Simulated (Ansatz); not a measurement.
# FGeH4In: up Jacob's ladder to CCSD(T)

An exercise on one series of results from a longer session: the logs are not shown, and one member is left open.

Method: functionals in def2-TZVPP, the program's frozen cores in correlated methods; program: Ansatz 0.2.0, Gaussian basis.

The runs, in order: LDA (SPW92), PBE-D4, revPBE-D4, BLYP-D4, r2SCAN-D4, B97M-V, PBE0-D4, B3LYP-D4, r2SCANh-D4, r2SCAN0-D4, HSE06-D4, BHLYP-D4, CAM-B3LYP-D4, LC-ωPBE, ωB97X-V, ωB97M-V, B2PLYP, PBE-QIDH; CCSD(T)/def2-SVP; CCSD(T)/def2-TZVPP; CCSD(T)/def2-QZVPP; extrapolation to the limit; RPA on PBE.

### The relaxed structure

An earlier PBE0-D4 in a triple-zeta def2 set relaxation fixed the geometry. In takes the def2 core potential; no spin-orbit term is included.

SMILES `[F][InH][GeH3]`, 7 atoms, charge 0, spin multiplicity 1.

Atoms are counted from 1 here; the program's logs count them from 0.

Bond lengths: F1–In2 1.966 Å, In2–Ge3 2.588 Å, In2–H4 1.715 Å, Ge3–H5 1.538 Å, Ge3–H6 1.535 Å, Ge3–H7 1.538 Å. Angles: F1–In2–Ge3 109.9°, F1–In2–H4 109.8°, Ge3–In2–H4 140.3°, In2–Ge3–H5 111.2°, In2–Ge3–H6 110.3°, In2–Ge3–H7 109.2°, H5–Ge3–H6 109.1°, H5–Ge3–H7 108.2°, H6–Ge3–H7 108.8°.

Set-up of the first run:

in.yaml reads:

```yaml
crystal:
  periodic: [false, false, false]
  atoms:
    - {symbol: F, position_ang: [-1.213319, -1.866475, 1.564532]}
    - {symbol: In, position_ang: [-0.517084, -1.315924, -0.189573]}
    - {symbol: Ge, position_ang: [0.458691, 1.076136, -0.039518]}
    - {symbol: H, position_ang: [-0.738747, -2.580888, -1.325605]}
    - {symbol: H, position_ang: [0.473690, 1.758349, -1.417460]}
    - {symbol: H, position_ang: [-0.369303, 1.927727, 0.932743]}
    - {symbol: H, position_ang: [1.906072, 1.001075, 0.474882]}
basis:
  gaussian: {orbitals: def2-TZVPP}
hamiltonian: {xc: lda}
output: {orbitals: {seedname: orbitals}}
```

Command:

```bash
> ansatz run in.yaml --threads 2 --pin off --events-out ev --progress --plain --max-ram 32768MiB --backend cpu
```

Steps of the session up to this table: LDA; PBE-D4 (GGA); revPBE-D4 (GGA); BLYP-D4 (GGA); r2SCAN-D4 (meta-GGA); B97M-V (meta-GGA); PBE0-D4 (hybrid); B3LYP-D4 (hybrid); r2SCANh-D4 (hybrid); r2SCAN0-D4 (hybrid); HSE06-D4 (hybrid); BHLYP-D4 (hybrid); CAM-B3LYP-D4 (range-separated); LC-ωPBE (range-separated); ωB97X-V (range-separated); ωB97M-V (range-separated); B2PLYP (double hybrid); PBE-QIDH (double hybrid).

One of the session's tables, all rows but one given; the rest of the session is left out.

It belongs to the step «Frontier levels by functional». 

```
  functional  HOMO (eV)  LUMO (eV)  gap (eV)
 LDA (SPW92)      -6.87      -2.92      3.95
      PBE-D4      -6.72      -2.67      4.04
   revPBE-D4      -6.66      -2.56      4.10
     BLYP-D4      -6.60      -2.64      3.96
   r2SCAN-D4      -7.01      -2.47      4.54
      B97M-V          ?          ?         ?
     PBE0-D4      -7.86      -1.99      5.87
    B3LYP-D4      -7.66      -2.26      5.41
  r2SCANh-D4      -7.43      -2.23      5.20
  r2SCAN0-D4      -8.05      -1.87      6.17
    HSE06-D4      -7.47      -2.35      5.12
    BHLYP-D4      -8.84      -1.36      7.48
CAM-B3LYP-D4      -9.09      -1.16      7.92
     LC-ωPBE     -10.34      -0.04     10.30
     ωB97X-V     -10.02      -0.18      9.84
     ωB97M-V      -9.87      -0.44      9.42
```

Estimate the missing values for B97M-V.

**Answer.** HOMO (eV): -7.07; LUMO (eV): -2.73; gap (eV): 4.34. In the column «HOMO (eV)» it lies between r2SCANh-D4 (-7.43) and r2SCAN-D4 (-7.01).
